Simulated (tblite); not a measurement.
# C6H8N2OSi: the cost of one run

Computed with tblite 0.8.0 and PySCF 2.14.0, with density-fitted response routines of our own, on a single molecule, in the gas phase or a continuum. Atoms are numbered from 0 throughout.

## Step 1: The starting structure

18 atoms, charge 0, multiplicity 1; geometry from: force field or distance geometry start.

Bonds of the start (Å): N0–C1 1.15, C1–C2 1.48, C2–C3 1.44, C3–N4 1.16, C2–C5 1.52, C5–O6 1.38, O6–C7 1.37, C7–C8 1.51, C8–Si9 1.89, Si9–C2 1.87, C5–H10 1.09, C5–H11 1.11, C7–H12 1.12, C7–H13 1.10, C8–H14 1.09, C8–H15 1.12, Si9–H16 1.47, Si9–H17 1.45.

## Step 2: Relaxing the molecule with GFN2-xTB

The job: settings as JSON, then the geometry in Å.

```
{"job": {"kind": "relax", "xc": "GFN2-xTB", "basis": "xTB"}, "charge": 0, "multiplicity": 1}
N     -2.012000    -1.227500    -1.728700
C     -1.648200    -0.555400    -0.872600
C     -1.153200     0.295500     0.230900
C     -2.201800     1.107600     0.793000
N     -3.042000     1.755000     1.255000
C     -0.450900    -0.574600     1.265300
O      0.271100    -1.471200     0.503200
C      1.503500    -1.024900     0.088000
C      1.425800    -0.062900    -1.077500
Si     0.246200     1.292600    -0.502700
H     -1.257000    -0.998200     1.870900
H      0.186800     0.131200     1.840100
H      2.048200    -1.926700    -0.284000
H      2.119700    -0.596400     0.885500
H      2.393800     0.317700    -1.400700
H      0.853100    -0.612600    -1.863200
H     -0.162400     2.157100    -1.613000
H      0.870200     2.000000     0.598900
```

Command:

```bash
OMP_NUM_THREADS=1 python probes_run.py task.json out
```

This one command runs all jobs of the session in turn.

**Question.** How long does this first job take on 1 thread of Arm Neoverse N1, shared host, and how much memory does it need?

About 1.1 s, with a peak of 0.18 GiB.
